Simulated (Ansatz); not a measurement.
**MgI2: optical response by level**

How does MgI2 absorb light if electrons and holes don't interact? The runs, in order: HSE06 for the gap; optics with PBE on 6×6×4; optics with r2SCAN on 6×6×4; optics with LDA on 6×6×4; optics with PBE and scissors to the HSE06 gap on 6×6×4; optics with PBE with spin-orbit coupling on 6×6×2.

The COD entry's cell or inner coordinates are ideal or old and differ from later refinements, so a difference from it is no clean test against experiment.

Program: Ansatz 0.2.0. Level of theory: plane waves, PAW; no local fields, no excitons. These are calculated values, not measurements.

1 further run of the same task is left out (it didn't finish).

## Step 1: The starting structure

The structure is trigonal, space group P-3m1 (No. 164). The conventional cell has a = 4.157 Å, b = 4.157 Å, c = 6.876 Å, α = 90.00°, β = 90.00°, γ = 120.00°. Mg (site symmetry -3m) is surrounded by 6 I at 2.92 Å. Around I (site symmetry 3m) lie 3 Mg at 2.92 Å.

Structure file:

```cif
data_structure
_symmetry_space_group_name_H-M 'P 1'
_symmetry_Int_Tables_number 1
_cell_length_a 4.1566
_cell_length_b 4.1566
_cell_length_c 6.8756
_cell_angle_alpha 90.000
_cell_angle_beta 90.000
_cell_angle_gamma 120.000
_cell_volume 102.88
loop_
_atom_site_label
_atom_site_type_symbol
_atom_site_fract_x
_atom_site_fract_y
_atom_site_fract_z
_atom_site_occupancy
Mg1 Mg 0.00000 0.00000 0.00000 1
I1 I 0.33333 0.66667 0.24257 1
I2 I 0.66667 0.33333 0.75743 1
```

Cell and atoms come from an earlier r2SCAN+rVV10 relaxation. Spin-orbit coupling, which matters for I, is in the runs so named alone.

## Step 2: HSE06 levels at special points

The input, input.yaml:

```yaml
crystal:
  lattice:
    - [4.1566377955, 0.0, 0.0]
    - [-2.0783188977, 3.5997539252, 0.0]
    - [0.0, 0.0, 6.8756120274]
  atoms:
    - { symbol: Mg, position: [0.0, 0.0, 0.0] }
    - { symbol: I, position: [0.3333333333, 0.6666666667, 0.2425739793] }
    - { symbol: I, position: [0.6666666667, 0.3333333333, 0.7574260207] }
kpoints:
  mp_grid: { grid: [6, 6, 2] }
  band_path:
    path:
      - [0.0, 0.0, 0.0]
      - [0.5, 0.0, 0.0]
      - [0.3333333333, 0.3333333333, 0.0]
      - [0.0, 0.0, 0.5]
      - [0.5, 0.0, 0.5]
      - [0.3333333333, 0.3333333333, 0.5]
      - [0.0, 0.46875, 0.322917]
    npoints: 1
hamiltonian:
  xc: hse06
scf:
  occupations: { method: fixed }
  n_extra_bands: 4
output:
  forces: true
  stress: true
  eigenvalues: true
```

Started as:

```sh
> ansatz run input.yaml --threads 4 --pin off --max-ram 3686MiB --backend cpu --events-out ev --progress --plain --runs-dir out
```

After this run come: Optics, PBE; Optics, r2SCAN; Optics, LDA; Optics, PBE with a scissors shift; Optics, PBE with spin-orbit coupling.

Before running them: what should the planned runs give, taken together? Wanted: ε∞, PBE; ε∞, r2SCAN; ε∞, LDA; ε∞, PBE with spin-orbit coupling; tallest peak of ε₂, PBE; tallest peak of ε₂, r2SCAN; tallest peak of ε₂, LDA; tallest peak of ε₂, PBE with spin-orbit coupling; HSE06 direct gap.

The runs gave:

| quantity | value |
| --- | --- |
| ε∞, PBE | 4.95 (xx, yy), 4.74 (zz) |
| ε∞, r2SCAN | 4.40 (xx, yy), 4.25 (zz) |
| ε∞, LDA | 5.14 (xx, yy), 4.92 (zz) |
| ε∞, PBE + 1.03 eV scissors | 4.42 (xx, yy), 4.26 (zz) |
| ε∞, PBE with spin-orbit coupling | 4.85 (xx, yy), 4.62 (zz) |
| tallest peak of ε₂, PBE | 9.8 at 6.90 eV |
| tallest peak of ε₂, r2SCAN | 10.0 at 7.50 eV |
| tallest peak of ε₂, LDA | 9.6 at 6.75 eV |
| tallest peak of ε₂, PBE + 1.03 eV scissors | 9.8 at 7.90 eV |
| tallest peak of ε₂, PBE with spin-orbit coupling | 9.7 at 6.60 eV (complete to 10.6 eV) |
| HSE06 direct gap | 4.73 eV |

**Reading.** From PBE with spin-orbit coupling to PBE + 1.03 eV scissors the direct gap grows from 3.37 to 4.73 eV, and ε∞ goes from 4.77 to 4.37 (mean of the axes). Spin-orbit coupling moves the direct gap by -0.33 eV; ε∞ doesn't compare between these two runs, as the bands summed differ. The meshes differ between the runs, and peak heights and places move with the mesh, so part of any difference isn't the level's. The response is anisotropic: with PBE ε∞ is 4.95 (xx, yy), 4.74 (zz). Local fields and excitons are left out: both change ε∞, and without excitons the onset lacks its lines.
